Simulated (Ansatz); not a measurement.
**AlCl₂F: up Jacob's ladder to CCSD(T)**

Aim: compute AlCl₂F with functionals from several rungs and with coupled cluster. The yardstick is the atomisation energy at the CCSD(T) limit.

Computed with Ansatz 0.2.0, Gaussian basis. Level: functionals in def2-TZVPP, the program's frozen cores in correlated methods.

Plan: LDA (SPW92), PBE-D4, revPBE-D4, BLYP-D4, r2SCAN-D4, B97M-V, PBE0-D4, B3LYP-D4, r2SCANh-D4, r2SCAN0-D4, HSE06-D4, BHLYP-D4, CAM-B3LYP-D4, LC-ωPBE, ωB97X-V, ωB97M-V, B2PLYP, PBE-QIDH; CCSD(T)/def2-SVP; CCSD(T)/def2-TZVPP; CCSD(T)/def2-QZVPP; extrapolation to the limit; RPA on PBE.

**1. The geometry**

An earlier PBE0-D4 in a triple-zeta def2 set relaxation fixed the geometry.

SMILES `[F][Al]([Cl])[Cl]`, 4 atoms, charge 0, spin multiplicity 1.

Atoms are counted from 1 here; the program's logs count them from 0.

Bond lengths: F1–Al2 1.633 Å, Al2–Cl3 2.065 Å, Al2–Cl4 2.065 Å. Angles: F1–Al2–Cl3 119.3°, F1–Al2–Cl4 119.3°, Cl3–Al2–Cl4 121.4°.

**2. LDA**

This LDA is Slater exchange with PW92 correlation.

in.yaml

```yaml
crystal:
  periodic: [false, false, false]
  atoms:
    - {symbol: F, position_ang: [0.100080, 0.371527, 1.678564]}
    - {symbol: Al, position_ang: [0.018711, 0.006616, 0.089238]}
    - {symbol: Cl, position_ang: [1.237101, -1.477289, -0.670192]}
    - {symbol: Cl, position_ang: [-1.300392, 1.038945, -1.118010]}
basis:
  gaussian: {orbitals: def2-TZVPP}
hamiltonian: {xc: lda}
output: {orbitals: {seedname: orbitals}}
```

Command:

```console
$ ansatz run in.yaml --threads 4 --pin off --events-out ev --progress --plain --max-ram 10444MiB
```

Standard output:

```text
Functional definition: SPW92
  name "SPW92"
  cite "Dirac, Proc. Camb. Phil. Soc. 26, 376 (1930) doi:10.1017/S0305004100016108"
  cite "Slater, Phys. Rev. 81, 385 (1951) doi:10.1103/PhysRev.81.385"
  cite "Perdew & Wang, Phys. Rev. B 45, 13244 (1992) doi:10.1103/PhysRevB.45.13244"
  exchange = slater_x
  correlation = pw_c
1013 factors; their error is unknown
mean field evaluation 1: about -34237.6313 eV, gradient 4.4e1 eV
mean field evaluation 2: about -34223.0686 eV, gradient 1.1e2 eV
mean field evaluation 4: about -34240.6308 eV, gradient 3.6e0 eV
mean field evaluation 8: about -34240.6295 eV, gradient 1.1e-1 eV
mean field -34240.62952127 eV, -1258.3199257743 hartree, gradient 8.7e-5 eV, S^2 0.000000; 0 other end points of the search recorded, 0 dependent functions left out
reference -34240.62955625 eV, -1258.3199270599 hartree; 28, 28 occupied and 129, 129 virtual orbitals, 1013 factors
Total energy: -34240.62955625 eV, -1258.3199270599 hartree
```

Run time: 0.3 s. Hardware: 4 threads of Intel Xeon 6975P-C, shared host.

With the free atoms at this level, -34223.728 eV in sum, the atomisation energy is 16.902 eV. HOMO -8.34 eV, LUMO -2.49 eV.

**3. PBE-D4 (GGA)**

in.yaml, as its differences from that of step 2:

```diff
@@ -9,3 +9,3 @@
   gaussian: {orbitals: def2-TZVPP}
-hamiltonian: {xc: lda}
-output: {orbitals: {seedname: orbitals}}
+hamiltonian: {xc: pbe, dispersion: d4}
+output: {forces: true, orbitals: {seedname: orbitals}}
```

Same command.

Standard output, cut to the lines that bear on the results:

```text
Functional definition: PBE
  name "PBE"
  cite "Perdew, Burke & Ernzerhof, Phys. Rev. Lett. 77, 3865 (1996) doi:10.1103/PhysRevLett.77.3865"
  parent pbe
[...]
1013 factors; their error is unknown
[...]
mean field -34350.72856026 eV, -1262.3659908295 hartree, gradient 8.2e-5 eV, S^2 0.000000; 0 other end points of the search recorded, 0 dependent functions left out
[...]
reference -34350.72859773 eV, -1262.3659922063 hartree; 28, 28 occupied and 129, 129 virtual orbitals, 1013 factors
Total energy: -34350.83564564 eV, -1262.3699261445 hartree
Atom 0 at     0.100080     0.371527     1.678564 Å, force     0.027644     0.123937     0.539745 eV/Å
Atom 1 at     0.018711     0.006616     0.089238 Å, force    -0.014355    -0.064288    -0.279885 eV/Å
Atom 2 at     1.237101    -1.477289    -0.670192 Å, force     0.164232    -0.199270    -0.099773 eV/Å
Atom 3 at    -1.300392     1.038945    -1.118010 Å, force    -0.177522     0.139621    -0.160086 eV/Å
Dipole moment:    -0.004683    -0.021027    -0.091613 e Å
```

It took 0.5 s on 4 threads of Intel Xeon 6975P-C, shared host.

With the free atoms at this level, -34335.698 eV in sum, the atomisation energy is 15.138 eV. HOMO -8.18 eV, LUMO -2.17 eV.

**4. revPBE-D4 (GGA)**

in.yaml, as its differences from that of step 3:

```diff
@@ -9,3 +9,3 @@
   gaussian: {orbitals: def2-TZVPP}
-hamiltonian: {xc: pbe, dispersion: d4}
-output: {forces: true, orbitals: {seedname: orbitals}}
+hamiltonian: {xc: {name: revPBE}, dispersion: d4}
+output: {orbitals: {seedname: orbitals}}
```

Launched as before.

Standard output:

```text
Functional definition: revPBE
  name "revPBE"
  cite "Zhang & Yang, Phys. Rev. Lett. 80, 890 (1998) doi:10.1103/PhysRevLett.80.890"
  cite "Perdew, Burke & Ernzerhof, Phys. Rev. Lett. 77, 3865 (1996) doi:10.1103/PhysRevLett.77.3865"
  parameter kappa = 1.245
  parameter beta = 0.06672455060314922
  exchange = pbe_x(kappa = kappa, mu = beta*pi^2/3)
  correlation = pbe_c(beta = beta)
1013 factors; their error is unknown
mean field evaluation 1: about -34356.9321 eV, gradient 4.5e1 eV
mean field evaluation 2: about -34342.2830 eV, gradient 1.1e2 eV
mean field evaluation 4: about -34360.1355 eV, gradient 3.4e0 eV
mean field evaluation 8: about -34360.1342 eV, gradient 9.4e-2 eV
mean field evaluation 16: about -34360.1342 eV, gradient 9.4e-6 eV
mean field -34360.13418447 eV, -1262.7116411439 hartree, gradient 9.4e-6 eV, S^2 0.000000; 0 other end points of the search recorded, 0 dependent functions left out
reference -34360.13423114 eV, -1262.7116428591 hartree; 28, 28 occupied and 129, 129 virtual orbitals, 1013 factors
Total energy: -34360.38999932 eV, -1262.7210421663 hartree
```

Wall time 0.45 s (4 threads of Intel Xeon 6975P-C, shared host).

With the free atoms at this level, -34345.705 eV in sum, the atomisation energy is 14.685 eV. HOMO -8.12 eV, LUMO -2.01 eV.

**5. BLYP-D4 (GGA)**

in.yaml, as its differences from that of step 4:

```diff
@@ -9,3 +9,3 @@
   gaussian: {orbitals: def2-TZVPP}
-hamiltonian: {xc: {name: revPBE}, dispersion: d4}
+hamiltonian: {xc: {name: BLYP}, dispersion: d4}
 output: {orbitals: {seedname: orbitals}}
```

Same command.

Standard output:

```text
Functional definition: BLYP
  name "BLYP"
  cite "Becke, Phys. Rev. A 38, 3098 (1988) doi:10.1103/PhysRevA.38.3098"
  cite "Lee, Yang & Parr, Phys. Rev. B 37, 785 (1988) doi:10.1103/PhysRevB.37.785"
  parameter beta = 0.0042
  parameter a = 0.04918
  parameter b = 0.132
  parameter c = 0.2533
  parameter d = 0.349
  exchange = b88_x(beta = beta)
  correlation = lyp_c(a = a, b = b, c = c, d = d)
1013 factors; their error is unknown
mean field evaluation 1: about -34363.4513 eV, gradient 4.9e1 eV
mean field evaluation 2: about -34344.5692 eV, gradient 1.2e2 eV
mean field evaluation 4: about -34367.0970 eV, gradient 4.5e0 eV
mean field evaluation 8: about -34367.1104 eV, gradient 1.1e-1 eV
mean field evaluation 16: about -34367.1104 eV, gradient 1.9e-5 eV
mean field -34367.11038806 eV, -1262.9680118971 hartree, gradient 1.9e-5 eV, S^2 0.000000; 0 other end points of the search recorded, 0 dependent functions left out
reference -34367.11070968 eV, -1262.9680237163 hartree; 28, 28 occupied and 129, 129 virtual orbitals, 1013 factors
Total energy: -34367.33838214 eV, -1262.9763905250 hartree
```

Run time: 0.5 s. Hardware: 4 threads of Intel Xeon 6975P-C, shared host.

With the free atoms at this level, -34352.640 eV in sum, the atomisation energy is 14.698 eV. HOMO -7.99 eV, LUMO -2.12 eV.

**6. r2SCAN-D4 (meta-GGA)**

in.yaml, as its differences from that of step 5:

```diff
@@ -9,3 +9,3 @@
   gaussian: {orbitals: def2-TZVPP}
-hamiltonian: {xc: {name: BLYP}, dispersion: d4}
-output: {orbitals: {seedname: orbitals}}
+hamiltonian: {xc: r2scan, dispersion: d4}
+output: {forces: true, orbitals: {seedname: orbitals}}
```

The command is unchanged.

Standard output, cut to the lines that bear on the results:

```text
Functional definition: r2SCAN
  name "r2SCAN"
  cite "Furness, Kaplan, Ning, Perdew & Sun, J. Phys. Chem. Lett. 11, 8208 (2020) doi:10.1021/acs.jpclett.0c02405"
  cite "Furness, Kaplan, Ning, Perdew & Sun, J. Phys. Chem. Lett. 11, 9248 (2020) doi:10.1021/acs.jpclett.0c03077"
  parent r2scan
[...]
1013 factors; their error is unknown
[...]
mean field -34363.95128758 eV, -1262.8519170958 hartree, gradient 6.0e-5 eV, S^2 0.000000; 0 other end points of the search recorded, 0 dependent functions left out
[...]
reference -34363.95129793 eV, -1262.8519174762 hartree; 28, 28 occupied and 129, 129 virtual orbitals, 1013 factors
Total energy: -34363.97478571 eV, -1262.8527806361 hartree
Atom 0 at     0.100080     0.371527     1.678564 Å, force     0.002633     0.011768     0.051207 eV/Å
Atom 1 at     0.018711     0.006616     0.089238 Å, force    -0.001404    -0.006195    -0.026854 eV/Å
Atom 2 at     1.237101    -1.477289    -0.670192 Å, force     0.029795    -0.032942    -0.006810 eV/Å
Atom 3 at    -1.300392     1.038945    -1.118010 Å, force    -0.031024     0.027368    -0.017543 eV/Å
Dipole moment:    -0.004283    -0.019234    -0.083804 e Å
```

Run time: 1 s. Hardware: 4 threads of Intel Xeon 6975P-C, shared host.

With the free atoms at this level, -34348.718 eV in sum, the atomisation energy is 15.257 eV. HOMO -8.56 eV, LUMO -1.70 eV.

**7. B97M-V (meta-GGA)**

in.yaml, as its differences from that of step 6:

```diff
@@ -9,3 +9,3 @@
   gaussian: {orbitals: def2-TZVPP}
-hamiltonian: {xc: r2scan, dispersion: d4}
-output: {forces: true, orbitals: {seedname: orbitals}}
+hamiltonian: {xc: {name: B97M-V}}
+output: {orbitals: {seedname: orbitals}}
```

The command is unchanged.

Standard output, cut to the lines that bear on the results:

```text
Functional definition: B97M-V
  name "B97M-V"
  cite "Mardirossian & Head-Gordon, J. Chem. Phys. 142, 074111 (2015) doi:10.1063/1.4907719"
  cite "Becke, J. Chem. Phys. 107, 8554 (1997) doi:10.1063/1.475007"
  cite "Vydrov & Van Voorhis, J. Chem. Phys. 133, 244103 (2010) doi:10.1063/1.3521275"
  # Of w^i u^j: cxij and so on, Table III.
[...]
  gx(w, u) = cx00 + cx01*u + cx02*u^2 + (cx10 + cx11*u)*w
  gss(w, u) = css00 + css02*u^2 + css10*w + (css32*w^3 + css42*w^4)*u^2
  gos(w, u) = cos00 + cos01*u + cos03*u^3 + cos10*w + cos32*w^3*u^2
[...]
      + integral(e_c_pw_mod_opposite_spin*gos(b97_w_opposite, b97_u_opposite)) + vv10(b, c)
1013 factors; their error is unknown
[...]
mean field -34358.30562502 eV, -1262.6444428233 hartree, gradient 8.7e-5 eV, S^2 0.000000; 0 other end points of the search recorded, 0 dependent functions left out
reference -34358.30567721 eV, -1262.6444447414 hartree; 28, 28 occupied and 129, 129 virtual orbitals, 1013 factors
Total energy: -34358.30567721 eV, -1262.6444447414 hartree
```

Wall time 1.2 s (4 threads of Intel Xeon 6975P-C, shared host).

With the free atoms at this level, -34342.986 eV in sum, the atomisation energy is 15.320 eV. HOMO -8.62 eV, LUMO -1.91 eV.

**8. PBE0-D4 (hybrid)**

in.yaml, as its differences from that of step 7:

```diff
@@ -9,3 +9,3 @@
   gaussian: {orbitals: def2-TZVPP}
-hamiltonian: {xc: {name: B97M-V}}
+hamiltonian: {xc: pbe0, dispersion: d4}
 output: {orbitals: {seedname: orbitals}}
```

Its log isn't repeated here (it stands with the study of this molecule's fields); it ends on a total energy of -34353.465959 eV.

With the free atoms at this level, -34338.593 eV in sum, the atomisation energy is 14.873 eV. HOMO -9.63 eV, LUMO -1.31 eV.

**9. B3LYP-D4 (hybrid)**

B3LYP here takes the VWN-RPA correlation.

in.yaml, as its differences from that of step 8:

```diff
@@ -9,3 +9,3 @@
   gaussian: {orbitals: def2-TZVPP}
-hamiltonian: {xc: pbe0, dispersion: d4}
-output: {orbitals: {seedname: orbitals}}
+hamiltonian: {xc: {name: B3LYP}, dispersion: d4}
+output: {forces: true, orbitals: {seedname: orbitals}}
```

Same command.

Standard output, cut to the lines that bear on the results:

```text
Functional definition: B3LYP
  name "B3LYP"
  cite "Stephens, Devlin, Chabalowski & Frisch, J. Phys. Chem. 98, 11623 (1994) doi:10.1021/j100096a001"
  cite "Becke, Phys. Rev. A 38, 3098 (1988) doi:10.1103/PhysRevA.38.3098"
  cite "Lee, Yang & Parr, Phys. Rev. B 37, 785 (1988) doi:10.1103/PhysRevB.37.785"
  cite "Vosko, Wilk & Nusair, Can. J. Phys. 58, 1200 (1980) doi:10.1139/p80-159"
[...]
1075 factors; their error is unknown
[...]
mean field -34368.68110244 eV, -1263.0257345859 hartree, gradient 2.8e-5 eV, S^2 0.000000; 0 other end points of the search recorded, 0 dependent functions left out
[...]
reference -34368.68134071 eV, -1263.0257433422 hartree; 28, 28 occupied and 129, 129 virtual orbitals, 1075 factors
Total energy: -34368.85791426 eV, -1263.0322323003 hartree
Atom 0 at     0.100080     0.371527     1.678564 Å, force     0.007437     0.033314     0.145045 eV/Å
Atom 1 at     0.018711     0.006616     0.089238 Å, force    -0.000986    -0.004324    -0.018708 eV/Å
Atom 2 at     1.237101    -1.477289    -0.670192 Å, force     0.091411    -0.108339    -0.046467 eV/Å
Atom 3 at    -1.300392     1.038945    -1.118010 Å, force    -0.097863     0.079349    -0.079870 eV/Å
Dipole moment:    -0.004846    -0.021759    -0.094802 e Å
```

It took 0.9 s on 4 threads of Intel Xeon 6975P-C, shared host; peak memory 0.37 GiB.

With the free atoms at this level, -34354.151 eV in sum, the atomisation energy is 14.707 eV. HOMO -9.33 eV, LUMO -1.61 eV.

**10. r2SCANh-D4 (hybrid)**

in.yaml, as its differences from that of step 9:

```diff
@@ -9,3 +9,3 @@
   gaussian: {orbitals: def2-TZVPP}
-hamiltonian: {xc: {name: B3LYP}, dispersion: d4}
-output: {forces: true, orbitals: {seedname: orbitals}}
+hamiltonian: {xc: {name: r2SCANh}, dispersion: d4}
+output: {orbitals: {seedname: orbitals}}
```

The command is unchanged.

Standard output, cut to the lines that bear on the results:

```text
Functional definition: r2SCANh
  name "r2SCANh"
  cite "Bursch, Neugebauer, Ehlert & Grimme, J. Chem. Phys. 156, 134105 (2022) doi:10.1063/5.0086040"
  cite "Furness, Kaplan, Ning, Perdew & Sun, J. Phys. Chem. Lett. 11, 8208 (2020) doi:10.1021/acs.jpclett.0c02405"
  cite "Furness, Kaplan, Ning, Perdew & Sun, J. Phys. Chem. Lett. 11, 9248 (2020) doi:10.1021/acs.jpclett.0c03077"
  parent r2scan
[...]
1013 factors; their error is unknown
[...]
mean field -34363.67810417 eV, -1262.8418777907 hartree, gradient 3.4e-5 eV, S^2 0.000000; 0 other end points of the search recorded, 0 dependent functions left out
reference -34363.67811362 eV, -1262.8418781380 hartree; 28, 28 occupied and 129, 129 virtual orbitals, 1013 factors
Total energy: -34363.70409763 eV, -1262.8428330327 hartree
```

Run time: 1.2 s. Hardware: 4 threads of Intel Xeon 6975P-C, shared host; peak memory 0.38 GiB.

With the free atoms at this level, -34348.600 eV in sum, the atomisation energy is 15.104 eV. HOMO -9.09 eV, LUMO -1.43 eV.

**11. r2SCAN0-D4 (hybrid)**

in.yaml, as its differences from that of step 10:

```diff
@@ -9,3 +9,3 @@
   gaussian: {orbitals: def2-TZVPP}
-hamiltonian: {xc: {name: r2SCANh}, dispersion: d4}
+hamiltonian: {xc: {name: r2SCAN0}, dispersion: d4}
 output: {orbitals: {seedname: orbitals}}
```

Same command.

Standard output, cut to the lines that bear on the results:

```text
Functional definition: r2SCAN0
  name "r2SCAN0"
  cite "Bursch, Neugebauer, Ehlert & Grimme, J. Chem. Phys. 156, 134105 (2022) doi:10.1063/5.0086040"
  cite "Furness, Kaplan, Ning, Perdew & Sun, J. Phys. Chem. Lett. 11, 8208 (2020) doi:10.1021/acs.jpclett.0c02405"
  cite "Furness, Kaplan, Ning, Perdew & Sun, J. Phys. Chem. Lett. 11, 9248 (2020) doi:10.1021/acs.jpclett.0c03077"
  parent r2scan
[...]
1106 factors; their error is unknown
[...]
mean field -34363.29113918 eV, -1262.8276570897 hartree, gradient 2.4e-5 eV, S^2 0.000000; 0 other end points of the search recorded, 0 dependent functions left out
reference -34363.29114731 eV, -1262.8276573883 hartree; 28, 28 occupied and 129, 129 virtual orbitals, 1106 factors
Total energy: -34363.32041303 eV, -1262.8287328838 hartree
```

Run time: 1.2 s. Hardware: 4 threads of Intel Xeon 6975P-C, shared host; peak memory 0.39 GiB.

Atomisation energy: 14.883 eV (free atoms -34348.438 eV, run apart). HOMO -9.88 eV, LUMO -1.04 eV.

**12. HSE06-D4 (hybrid)**

HSE06 is the plane-wave form, built on full-range PBE exchange.

in.yaml, as its differences from that of step 11:

```diff
@@ -9,3 +9,3 @@
   gaussian: {orbitals: def2-TZVPP}
-hamiltonian: {xc: {name: r2SCAN0}, dispersion: d4}
+hamiltonian: {xc: hse06, dispersion: d4}
 output: {orbitals: {seedname: orbitals}}
```

Same command.

Standard output, cut to the lines that bear on the results:

```text
Functional definition: HSE06
  name "HSE06"
  cite "Heyd, Scuseria & Ernzerhof, J. Chem. Phys. 118, 8207 (2003) doi:10.1063/1.1564060"
  cite "Krukau, Vydrov, Izmaylov & Scuseria, J. Chem. Phys. 125, 224106 (2006) doi:10.1063/1.2404663"
  cite "Heyd & Scuseria, J. Chem. Phys. 120, 7274 (2004) doi:10.1063/1.1668634"
  cite "Ernzerhof & Perdew, J. Chem. Phys. 109, 3313 (1998) doi:10.1063/1.476928"
  cite "Perdew, Burke & Ernzerhof, Phys. Rev. Lett. 77, 3865 (1996) doi:10.1103/PhysRevLett.77.3865"
  parent pbe
[...]
  # The whole range is PBE's own exchange, as in plane waves. The composition of these papers is wPBEh.
[...]
1106 factors; their error is unknown
64 factors; integrals over basis functions are off by at most 4.4e-7 eV
[...]
mean field -34352.68974325 eV, -1262.4380629750 hartree, gradient 2.1e-5 eV, S^2 0.000000; 0 other end points of the search recorded, 0 dependent functions left out
reference -34352.68977985 eV, -1262.4380643200 hartree; 28, 28 occupied and 129, 129 virtual orbitals, 1106 factors
Total energy: -34352.77685151 eV, -1262.4412641445 hartree
```

It took 0.85 s on 4 threads of Intel Xeon 6975P-C, shared host; peak memory 0.39 GiB.

Atomisation energy: 14.881 eV (free atoms -34337.896 eV, run apart). HOMO -9.23 eV, LUMO -1.68 eV.

**13. BHLYP-D4 (hybrid)**

in.yaml, as its differences from that of step 12:

```diff
@@ -9,3 +9,3 @@
   gaussian: {orbitals: def2-TZVPP}
-hamiltonian: {xc: hse06, dispersion: d4}
+hamiltonian: {xc: {name: BHLYP}, dispersion: d4}
 output: {orbitals: {seedname: orbitals}}
```

The command is unchanged.

Standard output:

```text
Functional definition: BHLYP
  name "BHLYP"
  cite "Becke, J. Chem. Phys. 98, 1372 (1993) doi:10.1063/1.464304"
  cite "Becke, Phys. Rev. A 38, 3098 (1988) doi:10.1103/PhysRevA.38.3098"
  cite "Lee, Yang & Parr, Phys. Rev. B 37, 785 (1988) doi:10.1103/PhysRevB.37.785"
  parameter a = 0.5
  exchange = (1 - a)*b88_x + a*exact_x
  correlation = lyp_c
1168 factors; their error is unknown
mean field evaluation 1: about -34364.0696 eV, gradient 3.8e1 eV
mean field evaluation 2: about -34363.2485 eV, gradient 4.8e1 eV
mean field evaluation 4: about -34366.3559 eV, gradient 1.0e0 eV
mean field evaluation 8: about -34366.5462 eV, gradient 2.2e-2 eV
mean field -34366.54617860 eV, -1262.9472775820 hartree, gradient 3.2e-5 eV, S^2 0.000000; 0 other end points of the search recorded, 0 dependent functions left out
reference -34366.54633901 eV, -1262.9472834768 hartree; 28, 28 occupied and 129, 129 virtual orbitals, 1168 factors
Total energy: -34366.70559819 eV, -1262.9531361438 hartree
```

It took 0.7 s on 4 threads of Intel Xeon 6975P-C, shared host.

With the free atoms at this level, -34352.364 eV in sum, the atomisation energy is 14.342 eV. HOMO -10.91 eV, LUMO -0.53 eV.

**14. CAM-B3LYP-D4 (range-separated)**

in.yaml, as its differences from that of step 13:

```diff
@@ -9,3 +9,3 @@
   gaussian: {orbitals: def2-TZVPP}
-hamiltonian: {xc: {name: BHLYP}, dispersion: d4}
+hamiltonian: {xc: {name: CAM-B3LYP}, dispersion: d4}
 output: {orbitals: {seedname: orbitals}}
```

The command is unchanged.

Standard output, cut to the lines that bear on the results:

```text
Functional definition: CAM-B3LYP
  name "CAM-B3LYP"
  cite "Yanai, Tew & Handy, Chem. Phys. Lett. 393, 51 (2004) doi:10.1016/j.cplett.2004.06.011"
  cite "Iikura, Tsuneda, Yanai & Hirao, J. Chem. Phys. 115, 3540 (2001) doi:10.1063/1.1383587"
  cite "Becke, Phys. Rev. A 38, 3098 (1988) doi:10.1103/PhysRevA.38.3098"
  cite "Lee, Yang & Parr, Phys. Rev. B 37, 785 (1988) doi:10.1103/PhysRevB.37.785"
  cite "Vosko, Wilk & Nusair, Can. J. Phys. 58, 1200 (1980) doi:10.1139/p80-159"
[...]
  # Exact exchange under (alpha + beta erf(omega r))/r, Becke's under what is left of 1/r.
[...]
1070 factors; their error is unknown
188 factors; integrals over basis functions are off by at most 1.4e-5 eV
[...]
mean field -34367.71603831 eV, -1262.9902691332 hartree, gradient 5.6e-5 eV, S^2 0.000000; 0 other end points of the search recorded, 0 dependent functions left out
reference -34367.71615445 eV, -1262.9902734012 hartree; 28, 28 occupied and 129, 129 virtual orbitals, 1070 factors
Total energy: -34367.81197009 eV, -1262.9937945613 hartree
```

Run time: 0.95 s. Hardware: 4 threads of Intel Xeon 6975P-C, shared host; peak memory 0.41 GiB.

Atomisation energy: 14.874 eV (free atoms -34352.938 eV, run apart). HOMO -11.00 eV, LUMO -0.41 eV.

**15. LC-ωPBE (range-separated)**

in.yaml, as its differences from that of step 14:

```diff
@@ -9,3 +9,3 @@
   gaussian: {orbitals: def2-TZVPP}
-hamiltonian: {xc: {name: CAM-B3LYP}, dispersion: d4}
+hamiltonian: {xc: {name: LC-wPBE}}
 output: {orbitals: {seedname: orbitals}}
```

The command is unchanged.

Standard output, cut to the lines that bear on the results:

```text
Functional definition: LC-wPBE
  name "LC-wPBE"
  cite "Vydrov & Scuseria, J. Chem. Phys. 125, 234109 (2006) doi:10.1063/1.2409292"
  cite "Heyd & Scuseria, J. Chem. Phys. 120, 7274 (2004) doi:10.1063/1.1668634"
  cite "Ernzerhof & Perdew, J. Chem. Phys. 109, 3313 (1998) doi:10.1063/1.476928"
  cite "Perdew, Burke & Ernzerhof, Phys. Rev. Lett. 77, 3865 (1996) doi:10.1103/PhysRevLett.77.3865"
  parent pbe
[...]
1013 factors; their error is unknown
247 factors; integrals over basis functions are off by at most 3.3e-5 eV
[...]
mean field -34356.70878121 eV, -1262.5857598958 hartree, gradient 1.4e-5 eV, S^2 0.000000; 0 other end points of the search recorded, 0 dependent functions left out
reference -34356.70878122 eV, -1262.5857598960 hartree; 28, 28 occupied and 129, 129 virtual orbitals, 1013 factors
Total energy: -34356.70878122 eV, -1262.5857598960 hartree
```

Run time: 0.65 s. Hardware: 4 threads of Intel Xeon 6975P-C, shared host.

Atomisation energy: 14.972 eV (free atoms -34341.737 eV, run apart). HOMO -12.47 eV, LUMO 0.92 eV.

(Part 1 of 2 ends here.)
